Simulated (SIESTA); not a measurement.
NiMoIrPdW:

```
Ni Mo Pd Ir W
1.0
     4.14670    0.00000    0.00000
    -2.07335    3.59115    0.00000
     0.00000    0.00000    5.41629
Ni Mo Pd Ir W
1 1 1 1 1
Direct
  0.00000 0.00000 0.02221
  0.66667 0.33333 0.45996
  0.33333 0.66667 0.74601
  0.33333 0.66667 0.25641
  0.66667 0.33333 0.99985
```

The cell was built by a generator and needn't be a form met in nature.

- Program: SIESTA 5.4.2
- Task: relaxation of cell and atoms
- Functional: vdW-DF2
- Potentials or basis: PseudoDojo 0.4 standard (PBE files)
- Basis: DZP (energy shift 0.003 Ry; two zetas on semicore shells)
- Grid cutoff: 800 Ry
- Energy shift: 0.003 Ry
- k mesh: 5 × 5 × 4
- Occupations: fermi-dirac, width 0.05 eV
- Spin: collinear spin, ferromagnetic start
- Starting moments: [1.0, 1.0, 0.0, 0.6, 0.0] μB

At the start: pressure 18.6 GPa; volume 16.13 Å³/atom.

Question: Where does the relaxation end?

Answer: Over 11 steps the energy falls by 77.6 meV/atom and the volume is 17.60 Å³/atom (+9.1 %); space group P3m1 (No. 156, to 0.05 Å); moment 0.00 μB per cell.

The path:
| step | energy change (eV) | largest force (eV/Å) | pressure (GPa) | volume (Å³) |
| --- | --- | --- | --- | --- |
| 1 | 0.0000 | 0.6758 | 18.56 | 80.66 |
| 2 | -0.1916 | 0.2059 | 12.20 | 82.53 |
| 3 | -0.3373 | 0.3370 | 4.56 | 85.34 |
| 4 | -0.3824 | 0.2019 | 0.31 | 87.58 |
| 5 | -0.3855 | 0.0642 | -0.12 | 88.01 |
| 6 | -0.3867 | 0.1173 | 0.17 | 87.96 |
| 7 | -0.3849 | 0.2356 | -0.04 | 87.77 |
| 8 | -0.3847 | 0.2539 | -0.08 | 87.79 |
| 9 | -0.3876 | 0.0479 | 0.22 | 87.82 |
| 10 | -0.3879 | 0.0358 | 0.09 | 87.98 |
| 11 | -0.3880 | 0.0177 | -0.03 | 88.01 |

Final structure:
```
Ni Mo Pd Ir W
1.0
     4.24989    0.00005    0.00001
    -2.12490    3.68054   -0.00001
     0.00001   -0.00001    5.62678
Ni Mo Pd Ir W
1 1 1 1 1
Direct
  0.00000 0.00000 0.02025
  0.66667 0.33333 0.45500
  0.33333 0.66667 0.74548
  0.33333 0.66667 0.26210
  0.66666 0.33334 0.00165
```

Caveat: short orbitals over semicore shells can move pressures by several GPa; the potentials were made for another functional, which shifts forces and pressure; the basis of atomic orbitals isn't converged, which shifts pressures, moduli and gaps.
